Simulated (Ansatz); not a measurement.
# CH5AlBrClSi: the cost of one run

All numbers below are computed with Ansatz 0.2.0 (RKS PBE-D4/def2-SVP).

### Step 1. The structure to begin with

Bond lengths: Si1–Al2 2.312 Å, Al2–C3 1.979 Å, C3–Cl4 1.774 Å, C3–Br5 1.921 Å, Si1–H6 1.537 Å, Si1–H7 1.483 Å, Si1–H8 1.412 Å, Al2–H9 1.639 Å, C3–H10 1.158 Å. Angles (14 of 15 angles, heavy atoms first): Si1–Al2–C3 118.8°, Al2–C3–Cl4 112.1°, Al2–C3–Br5 110.9°, Cl4–C3–Br5 109.9°, Si1–Al2–H9 120.3°, C3–Al2–H9 120.9°, Al2–Si1–H6 109.2°, Al2–Si1–H7 109.5°, Al2–Si1–H8 111.7°, Al2–C3–H10 107.9°, Cl4–C3–H10 106.5°, Br5–C3–H10 109.4°, H6–Si1–H7 106.1°, H6–Si1–H8 109.5°.

Structure file:

```xyz
10

Si   -1.8288   -0.3994    0.1296
Al    0.3292   -0.0342    0.8748
C     1.7489    0.3295   -0.4545
Cl    1.9732   -1.0254   -1.5782
Br    1.3751    1.9378   -1.4358
H    -2.7528    0.6844    0.7075
H    -1.8775   -0.2368   -1.3440
H    -2.3031   -1.6746    0.5089
H     0.6707   -0.0845    2.4775
H     2.7483    0.4520    0.1171
```

### Step 2. Relaxing end A

Input file input.yaml:

```yaml
crystal:
  periodic: [false, false, false]
  atoms:
    - { symbol: Si, position_ang: [-1.8288, -0.3994, 0.1296] }
    - { symbol: Al, position_ang: [0.3292, -0.0342, 0.8748] }
    - { symbol: C, position_ang: [1.7489, 0.3295, -0.4545] }
    - { symbol: Cl, position_ang: [1.9732, -1.0254, -1.5782] }
    - { symbol: Br, position_ang: [1.3751, 1.9378, -1.4358] }
    - { symbol: H, position_ang: [-2.7528, 0.6844, 0.7075] }
    - { symbol: H, position_ang: [-1.8775, -0.2368, -1.344] }
    - { symbol: H, position_ang: [-2.3031, -1.6746, 0.5089] }
    - { symbol: H, position_ang: [0.6707, -0.0845, 2.4775] }
    - { symbol: H, position_ang: [2.7483, 0.452, 0.1171] }
basis:
  gaussian: { orbitals: def2-SVP }
hamiltonian:
  xc: pbe
  dispersion: d4
relax:
  f_tol: 0.02
  max_steps: 50
```

On the command line:

```console
ansatz run input.yaml --threads 2 --pin off --max-ram 3072MiB --backend cpu --events-out ev --progress --plain --runs-dir out
```

Q: Estimate wall time and peak memory on 2 threads of Arm Neoverse V1, shared host.

About 56 s, with a peak of 0.19 GiB.
